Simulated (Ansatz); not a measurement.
# C₂H₅Se, SMILES [CH2][Se]C: an atomisation energy

Computed with Ansatz's Python interface.

At the Python prompt:
```pycon
>>> from collections import Counter
>>> import ansatz as az
>>> def total_energy(molecule, charge=0, unpaired=0):
...     calc = (
...         molecule.calculation()
...         .basis(gaussian='def2-TZVP')
...         .functional('hf')
...     )
...     if charge:
...         calc = calc.charge(charge)
...     if unpaired:
...         calc = calc.spin('collinear', total=unpaired)
...     return calc.run().report['free_energy_ev']
...
>>> geometry = (
...     az.Crystal.molecule()
...     .atom('C', (-0.9662, 1.0317, -0.4762))
...     .atom('Se', (0.8913, 0.7196, -0.603))
...     .atom('C', (0.707, -0.8071, 0.5754))
...     .atom('H', (-1.5041, 0.2553, -0.9624))
...     .atom('H', (-1.2441, 2.0154, -1.0367))
...     .atom('H', (0.3254, -0.4684, 1.565))
...     .atom('H', (1.7713, -1.2491, 0.752))
...     .atom('H', (0.1116, -1.5546, 0.1301))
... )
>>> # unpaired electrons of the ground-state atoms
>>> unpaired = {'C': 2, 'Se': 2, 'H': 1}
>>> counts = Counter(site.symbol for site in geometry.cartesian_sites)
>>> atom_energy = {s: total_energy(az.Crystal.molecule().atom(s, (0, 0, 0)), 0, unpaired[s]) for s in counts}
>>> whole = total_energy(geometry, 0, 1)
>>> for s, e in atom_energy.items():
...     print(f'{s:2s} x{counts[s]}  {e:14.5f} eV')
...
C  x2     -1025.66459 eV
Se x1    -65302.62462 eV
H  x5       -13.60052 eV
>>> print(f'C2H5Se: {whole:.5f} eV')
C2H5Se: -67441.90720 eV
>>> split = sum(counts[s] * e for s, e in atom_energy.items()) - whole
>>> print(f'atomisation energy (no zero-point term): {split:.3f} eV, {split / sum(counts.values()):.3f} eV an atom')
atomisation energy (no zero-point term): 19.951 eV, 2.494 eV an atom
```

19.951 eV from the electronic energies, without the zero-point term.

What to keep in mind:
- Total energies depend on the basis set; only differences at equal settings carry meaning.
- The geometry is a force-field or estimated start, not a minimum of this method, and the basis set is short of its limit. All parts are taken at fixed geometry, without zero-point energy.
- The run takes the species as open-shell (spin multiplicity 2), which needn't be its ground state.
- Hartree-Fock leaves correlation out, so bond, atomisation and ionisation energies come out well too low.
- The spin-orbit lowering of heavy atoms is left out.
- Timing: 3.5 s on 1 thread of Arm Neoverse V2, on a shared host, peak memory 0.38 GiB.
